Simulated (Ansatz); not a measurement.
# C2H7Si2 radical: how energies converge with the basis set

The task here is to estimate one member of a computed series from the others.

Computed with Ansatz 0.2.0, Gaussian basis. Level: one geometry, several basis sets.

Levels to be run: PBE0-D4/def2-SVP; ωB97M-V/def2-SVP; PBE0-D4/def2-QZVPP; ωB97M-V/def2-QZVPP; the functionals' def2-TZVPP values are taken from earlier runs.

## The geometry

All runs share one geometry, relaxed beforehand with PBE0-D4 in a triple-zeta def2 set.

SMILES `C=C[SiH2][SiH2]`, 11 atoms, charge 0, spin multiplicity 2.

Atoms are counted from 1 here; the program's logs count them from 0.

Bond lengths: C1–C2 1.330 Å, C1–H5 1.087 Å, C1–H6 1.086 Å, C2–Si3 1.861 Å, C2–H7 1.089 Å, Si3–Si4 2.332 Å, Si3–H8 1.493 Å, Si3–H9 1.489 Å, Si4–H10 1.490 Å, Si4–H11 1.490 Å. Angles: C2–C1–H5 122.1°, C2–C1–H6 121.8°, H5–C1–H6 116.1°, C1–C2–Si3 123.3°, C1–C2–H7 118.2°, Si3–C2–H7 118.4°, C2–Si3–Si4 109.8°, C2–Si3–H8 110.3°, C2–Si3–H9 109.2°, Si4–Si3–H8 110.2°, Si4–Si3–H9 109.0°, H8–Si3–H9 108.4°, Si3–Si4–H10 113.9°, Si3–Si4–H11 115.1°, H10–Si4–H11 109.4°.

As a file:

```
C    -1.0362    1.9070    0.2619
C    -0.0985    1.1463   -0.2958
Si    0.6494   -0.3360    0.5444
Si    0.0350   -2.2789   -0.5891
H    -1.4684    2.7606   -0.2530
H    -1.4130    1.7103    1.2617
H     0.2363    1.3956   -1.3018
H     2.1363   -0.2117    0.5845
H     0.1454   -0.4115    1.9430
H     0.2296   -2.2052   -2.0647
H     0.6496   -3.5334   -0.0705
```

The first run:

in.yaml reads:

```yaml
crystal:
  periodic: [false, false, false]
  atoms:
    - {symbol: C, position_ang: [-1.036246, 1.907031, 0.261935]}
    - {symbol: C, position_ang: [-0.098458, 1.146265, -0.295849]}
    - {symbol: Si, position_ang: [0.649411, -0.335967, 0.544434]}
    - {symbol: Si, position_ang: [0.034954, -2.278886, -0.589121]}
    - {symbol: H, position_ang: [-1.468380, 2.760623, -0.253008]}
    - {symbol: H, position_ang: [-1.412987, 1.710298, 1.261701]}
    - {symbol: H, position_ang: [0.236317, 1.395642, -1.301775]}
    - {symbol: H, position_ang: [2.136257, -0.211652, 0.584488]}
    - {symbol: H, position_ang: [0.145407, -0.411455, 1.942994]}
    - {symbol: H, position_ang: [0.229641, -2.205210, -2.064714]}
    - {symbol: H, position_ang: [0.649582, -3.533388, -0.070486]}
basis:
  gaussian: {orbitals: def2-SVP}
magnetization: {spin_polarized: true, initial_magnetization: 1}
hamiltonian: {xc: pbe0, dispersion: d4}
output: {orbitals: {seedname: orbitals}}
```

On the command line:

```console
$ ansatz run in.yaml --threads 4 --pin off --events-out ev --progress --plain --max-ram 10444MiB
```

Steps of the session up to this table: PBE0-D4 in def2-SVP; ωB97M-V in def2-SVP; PBE0-D4 in def2-QZVPP; ωB97M-V in def2-QZVPP.

One of the session's tables, all rows but one given; the rest of the session is left out.

It belongs to the step «Functionals by basis». 

```
functional       basis  HOMO (eV)  LUMO (eV)
   PBE0-D4    def2-SVP      -6.08      -2.49
   PBE0-D4  def2-TZVPP          ?          ?
   PBE0-D4  def2-QZVPP      -6.10      -2.56
   ωB97M-V    def2-SVP      -7.76      -0.80
   ωB97M-V  def2-TZVPP      -7.79      -0.93
   ωB97M-V  def2-QZVPP      -7.81      -0.99
```

Estimate the missing values for PBE0-D4, def2-TZVPP.

The run gave: HOMO (eV): -6.09; LUMO (eV): -2.54. In the column «HOMO (eV)» it lies between PBE0-D4, def2-QZVPP (-6.10) and PBE0-D4, def2-SVP (-6.08).
